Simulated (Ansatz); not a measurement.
# Ta5TiN6: the cost of one run

Program: Ansatz 0.2.0. Level of theory: DFT PBE, scalar-relativistic, plane waves, PAW. These are calculated values, not measurements.

## (1) The starting structure

The structure is tetragonal, space group P4/mmm (No. 123). The conventional cell has a = 3.352 Å, b = 3.352 Å, c = 14.221 Å, α = 90.00°, β = 90.00°, γ = 90.00°. Around Ti (site symmetry 4/mmm) lie 6 N at 2.37 Å. Around Ta (site symmetry 4/mmm) lie 6 N at 2.37 Å. Around Ta (site symmetry 4mm) lie 6 N at 2.37 Å. N (site symmetry 4mm) has 6 Ta at 2.37 Å as nearest neighbours. N (site symmetry 4/mmm) is surrounded by 6 Ta at 2.37 Å. Around N (site symmetry 4mm) lie 5 Ta at 2.37 Å and 1 Ti at 2.37 Å. N (site symmetry 4/mmm) has 4 Ti at 2.37 Å and 2 Ta at 2.37 Å as nearest neighbours.

As a file:

```
Ti Ta N
1.0
     3.35182    0.00000    0.00000
     0.00000    3.35182    0.00000
     0.00000    0.00000   14.22058
Ti Ta N
1 5 6
Direct
  0.50000 0.50000 0.50000
  0.00000 0.00000 0.00000
  0.50000 0.50000 0.16667
  0.00000 0.00000 0.33333
  0.00000 0.00000 0.66667
  0.50000 0.50000 0.83333
  0.00000 0.00000 0.83333
  0.50000 0.50000 0.00000
  0.00000 0.00000 0.16667
  0.50000 0.50000 0.33333
  0.00000 0.00000 0.50000
  0.50000 0.50000 0.66667
```

The start is an ordering of an alloy on its end members' structure types: elements ordered on the sites of the TaN type, Ti/Ta on Ta (P4/mmm, No. 123).

## (2) A first look at the guess

Contents of input.yaml:

```yaml
crystal:
  lattice:
    - [3.35182317, 0.0, 0.0]
    - [0.0, 3.35182317, 0.0]
    - [0.0, 0.0, 14.22058137]
  atoms:
    - { symbol: Ti, position: [0.5, 0.5, 0.5], spin: 1.0 }
    - { symbol: Ta, position: [0.0, 0.0, 0.0] }
    - { symbol: Ta, position: [0.5, 0.5, 0.16666667] }
    - { symbol: Ta, position: [0.0, 0.0, 0.33333333] }
    - { symbol: Ta, position: [0.0, 0.0, 0.66666667] }
    - { symbol: Ta, position: [0.5, 0.5, 0.83333333] }
    - { symbol: "N", position: [0.0, 0.0, 0.83333333] }
    - { symbol: "N", position: [0.5, 0.5, 0.0] }
    - { symbol: "N", position: [0.0, 0.0, 0.16666667] }
    - { symbol: "N", position: [0.5, 0.5, 0.33333333] }
    - { symbol: "N", position: [0.0, 0.0, 0.5] }
    - { symbol: "N", position: [0.5, 0.5, 0.66666667] }
basis:
  ecutwfc: 420
kpoints:
  mp_grid: { grid: [6, 6, 2] }
hamiltonian:
  xc: pbe
scf:
  occupations: { method: gaussian, width: 0.1 }
  lower_state_search: "off"
output:
  forces: true
  stress: true
  eigenvalues: true
  populations: true
magnetization:
  spin_polarized: true
```

Command:

```
$ ansatz run input.yaml --threads 1 --pin off --max-ram 2560MiB --backend cpu --events-out ev --progress --plain --runs-dir out
```

Q: Estimate wall time and peak memory on 1 thread of Arm Neoverse V2, shared host.

About 51 s, with a peak of 0.62 GiB.
